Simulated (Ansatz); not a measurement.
Working through a geometry optimisation of C5H8Si, SMILES C#CC1([SiH3])CC1

Computed with Ansatz 0.2.0, Python API.

The script reads `c5h8si.xyz`:
```text
14

C     1.89690    1.55390   -1.16140
C     1.06480    0.86080   -0.64230
C     0.08350    0.02310   -0.01310
Si   -1.71070    0.42460   -0.48720
C     0.43200   -1.42510    0.24700
C     0.34440   -0.45950    1.39600
H     2.63700    2.16730   -1.62050
H    -2.06290    1.81520   -0.09790
H    -1.92180    0.25930   -1.94920
H    -2.64000   -0.49840    0.21770
H    -0.33300   -2.19120    0.17390
H     1.41750   -1.78170   -0.03680
H    -0.47910   -0.57890    2.09230
H     1.27140   -0.16950    1.88150
```

Interactive session:
```pycon
>>> import warnings
>>> import ansatz as az
>>> import numpy as np
>>> warnings.simplefilter("ignore", az.DeckWarning)
>>> molecule = az.Crystal.molecule_from_extxyz("c5h8si.xyz")
>>> model = molecule.calculation()
>>> model = model.basis(gaussian="cc-pVDZ").functional("B3LYP")
>>> model = model.scf(lower_state_search="standard")
>>> symbols = [site.symbol for site in molecule.cartesian_sites]
>>> start = np.array([site.position_ang for site in molecule.cartesian_sites], dtype=float)
>>> def progress(event):
...     if event["event"] == "relax_step":
...         row = event["data"]
...         print(f"step {row['step']:3d}  E = {row['lagrangian_ev']:.6f} eV  largest force component {row['allowed_force_max_ev_ang']:.4f} eV/A")
...
>>> rep = model.relax(force_tolerance=0.005).session().plan().execute(on_event=progress).report
step   1  E = -13190.772452 eV  largest force component 0.8227 eV/A
step   2  E = -13190.821689 eV  largest force component 0.3669 eV/A
step   3  E = -13190.828334 eV  largest force component 0.2012 eV/A
step   4  E = -13190.830165 eV  largest force component 0.0478 eV/A
step   5  E = -13190.830439 eV  largest force component 0.0383 eV/A
step   6  E = -13190.830634 eV  largest force component 0.0226 eV/A
step   7  E = -13190.830730 eV  largest force component 0.0068 eV/A
step   8  E = -13190.830729 eV  largest force component 0.0116 eV/A
step   9  E = -13190.830742 eV  largest force component 0.0031 eV/A
>>> end = np.array(rep["positions_ang"])
>>> print(f"E = {rep['free_energy_ev']:.6f} eV = {rep['free_energy_ev'] / 27.211386246:.7f} Ha")
E = -13190.831031 eV = -484.7540993 Ha
>>> print("converged:", rep["converged"], " doubts:", rep["published_state_doubts"] or "none")
converged: True  doubts: none
>>> print("final positions (A) and the move of each atom")
final positions (A) and the move of each atom
>>> for symbol, xyz, old in zip(symbols, end, start):
...     print(f"{symbol:2s} {xyz[0]:10.5f} {xyz[1]:10.5f} {xyz[2]:10.5f}   {np.linalg.norm(xyz - old):7.4f}")
...
C     1.88663    1.56519   -1.17171    0.0184
C     1.07692    0.84217   -0.62576    0.0277
C     0.07378    0.01178   -0.00431    0.0173
Si   -1.70997    0.43398   -0.49501    0.0122
C     0.43485   -1.45465    0.27628    0.0417
C     0.34765   -0.49315    1.42031    0.0416
H     2.60867    2.19785   -1.64841    0.0501
H    -2.04081    1.83892   -0.10496    0.0332
H    -1.89876    0.27218   -1.96934    0.0332
H    -2.62323   -0.50919    0.22801    0.0224
H    -0.35501   -2.20108    0.15937    0.0282
H     1.42482   -1.77985   -0.04939    0.0147
H    -0.50312   -0.56803    2.10244    0.0282
H     1.27757   -0.15623    1.88248    0.0147
```

The settings weren't tested for convergence. The end point is the stationary point reached from this start; no frequency run checks that it is a minimum, and the basis set is modest. b3lyp holds the VWN-RPA fit, as in Gaussian; the form of ORCA and Turbomole is b3lyp5. Timing: 60 s on 1 thread of Intel(R) Xeon(R) Platinum 8488C (Sapphire Rapids) (shared host), peak memory 0.4 GiB.

(Lines on the test bed's own set-up are left out of the output.)
